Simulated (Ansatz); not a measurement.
**CH₆O₃Sn: basis-set convergence**

An exercise on one series of results from a longer session: the logs are not shown, and one member is left open.

Computed with Ansatz 0.2.0, Gaussian basis. Level: one geometry, several basis sets.

Levels to be run: PBE0-D4/def2-SVP; ωB97M-V/def2-SVP; PBE0-D4/def2-QZVPP; ωB97M-V/def2-QZVPP; the functionals' def2-TZVPP values are taken from earlier runs.

### The relaxed structure

The geometry comes from an earlier relaxation with PBE0-D4 in a triple-zeta def2 set; it is a stationary point, not always the lowest conformer. Sn takes the def2 core potential; no spin-orbit term is included.

SMILES `[CH3][Sn]([OH])([OH])[OH]`, 11 atoms, charge 0, spin multiplicity 1.

Atoms are counted from 1 here; the program's logs count them from 0.

Bond lengths: C1–Sn2 2.109 Å, C1–H6 1.089 Å, C1–H7 1.089 Å, C1–H8 1.089 Å, Sn2–O3 1.959 Å, Sn2–O4 1.959 Å, Sn2–O5 1.959 Å, O3–H9 0.961 Å, O4–H10 0.961 Å, O5–H11 0.961 Å. Angles: Sn2–C1–H6 109.0°, Sn2–C1–H7 108.9°, Sn2–C1–H8 109.1°, H6–C1–H7 109.9°, H6–C1–H8 109.9°, H7–C1–H8 109.9°, C1–Sn2–O3 112.5°, C1–Sn2–O4 112.6°, C1–Sn2–O5 112.6°, O3–Sn2–O4 106.2°, O3–Sn2–O5 106.2°, O4–Sn2–O5 106.2°, Sn2–O3–H9 111.8°, Sn2–O4–H10 111.8°, Sn2–O5–H11 111.8°.

The first run:

The input, in.yaml:

```yaml
crystal:
  periodic: [false, false, false]
  atoms:
    - {symbol: C, position_ang: [-1.623700, 0.828716, 0.155808]}
    - {symbol: Sn, position_ang: [0.247149, -0.128288, -0.021139]}
    - {symbol: O, position_ang: [0.622158, -1.326629, 1.483053]}
    - {symbol: O, position_ang: [1.738154, 1.140977, -0.094167]}
    - {symbol: O, position_ang: [0.381928, -1.224158, -1.639912]}
    - {symbol: H, position_ang: [-1.493872, 1.764478, 0.697485]}
    - {symbol: H, position_ang: [-2.014271, 1.028212, -0.840960]}
    - {symbol: H, position_ang: [-2.307578, 0.177885, 0.698679]}
    - {symbol: H, position_ang: [1.491550, -1.166244, 1.859573]}
    - {symbol: H, position_ang: [2.326572, 0.958982, -0.831713]}
    - {symbol: H, position_ang: [0.697213, -2.110931, -1.446106]}
basis:
  gaussian: {orbitals: def2-SVP}
hamiltonian: {xc: pbe0, dispersion: d4}
output: {orbitals: {seedname: orbitals}}
```

The run is started by

```console
> ansatz run in.yaml --threads 4 --pin off --events-out ev --progress --plain --max-ram 10444MiB
```

Steps of the session up to this table: PBE0-D4 in def2-SVP; ωB97M-V in def2-SVP; PBE0-D4 in def2-QZVPP; ωB97M-V in def2-QZVPP.

One table of the session follows, with a row left open; its other results are not shown here.

It belongs to the step «Functionals by basis». 

| functional | basis | HOMO (eV) |
| --- | --- | --- |
| PBE0-D4 | def2-SVP | ? |
| PBE0-D4 | def2-TZVPP | -8.38 |
| PBE0-D4 | def2-QZVPP | -8.43 |
| ωB97M-V | def2-SVP | -10.46 |
| ωB97M-V | def2-TZVPP | -10.73 |
| ωB97M-V | def2-QZVPP | -10.78 |

Estimate the missing values for PBE0-D4, def2-SVP.

As computed: HOMO (eV): -8.11. In the column «HOMO (eV)» it is the highest.
